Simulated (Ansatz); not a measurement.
**Ti: response to strain**

Ti is deformed so: equal xy, yz and zx engineering shear strains of -1 %. What stress and forces result, by LAPW, PAW and all-electron datasets made for the crystal?

Computed with Ansatz 0.2.0 (DFT PBEsol, scalar-relativistic, unless a step's input says otherwise).

### 1 Starting point

It takes space group P6_3/mmc (No. 194, hexagonal). The conventional cell has a = 2.950 Å, b = 2.950 Å, c = 4.686 Å, α = 90.00°, β = 90.00°, γ = 120.00°. Ti (site symmetry -6m2) has 12 Ti at 2.90 to 2.95 Å as nearest neighbours.

Coordinates:

```
Ti
1.0
     2.95000    0.00000    0.00000
    -1.47500    2.55477    0.00000
     0.00000    0.00000    4.68600
Ti
2
Direct
  0.33333 0.66667 0.25000
  0.66667 0.33333 0.75000
```

Atoms are numbered in the order of the input: Ti1, Ti2.

### 2 The deformed structure

Space group P6_3/mmc before, P-1 after.

### 3 All-electron LAPW

Contents of input.yaml:

```yaml
crystal:
  lattice:
    - [2.9499978604, -0.0147499893, -0.0147499893]
    - [-1.4877727956, 2.5621480828, -0.0053988708]
    - [-0.02343, -0.02343, 4.686]
  atoms:
    - { symbol: Ti, position: [0.3333333333, 0.6666666667, 0.25] }
    - { symbol: Ti, position: [0.6666666667, 0.3333333333, 0.75] }
kpoints:
  mp_grid: { grid: [13, 13, 7] }
  band_path:
    path:
      - [0.0, 0.0, 0.0]
      - [0.0, 0.0, 0.5]
      - [-0.5, 0.5, 0.0]
      - [0.0, 0.0, 0.0]
      - [0.0, -0.5, 0.0]
      - [-0.5, 0.0, 0.5]
      - [0.0, 0.0, 0.0]
      - [-0.5, 0.0, 0.0]
      - [0.0, -0.5, 0.5]
    npoints: 5
scf:
  occupations: { method: fermi_dirac, width: 0.08 }
hamiltonian:
  xc: pbesol
  pseudopotentials: { kind: all_electron, lapw: { basis_error: 0.0005 } }
output:
  forces: true
  stress: true
  eigenvalues: true
```

Run with:

```
> ansatz run input.yaml --threads 1 --pin off --max-ram 3072MiB --backend cpu --events-out ev --progress --plain --runs-dir out
```

### 4 PAW on the default files

Contents of input.yaml:

```yaml
crystal:
  lattice:
    - [2.9499978604, -0.0147499893, -0.0147499893]
    - [-1.4877727956, 2.5621480828, -0.0053988708]
    - [-0.02343, -0.02343, 4.686]
  atoms:
    - { symbol: Ti, position: [0.3333333333, 0.6666666667, 0.25] }
    - { symbol: Ti, position: [0.6666666667, 0.3333333333, 0.75] }
kpoints:
  mp_grid: { grid: [13, 13, 7] }
scf:
  occupations: { method: fermi_dirac, width: 0.08 }
hamiltonian:
  xc: pbesol
  pseudopotentials: { kind: paw }
output:
  forces: true
  stress: true
  eigenvalues: true
  efg: { contact_densities: true }
```

### 5 Datasets made for this crystal

Changes to input.yaml since step 4:

```diff
@@ -14,3 +14,3 @@
   xc: pbesol
-  pseudopotentials: { kind: paw }
+  pseudopotentials: { kind: all_electron, datasets: crystal }
 output:
```

(Steps that only read results are left out.)

Q: Predict the outcome of this session. Wanted: pressure; largest shear or deviatoric stress.

As calculated:

```
                                 quantity                                              value
                                 pressure  LAPW -5.80, PAW -5.79, crystal datasets -5.80 GPa
largest shear or deviatoric stress (LAPW)                                           0.61 GPa
```

In words: The largest part of the stress beyond the pressure is 0.61 GPa in size, in the xy component; the atoms are carried along and not relaxed. No run of the undeformed cell stands beside it, so the pressure holds what the given cell had before the change. PAW: stress within 0.01 GPa of LAPW, forces within 1 meV/Å. Crystal datasets: stress within 0.01 GPa of LAPW, forces within 1 meV/Å.
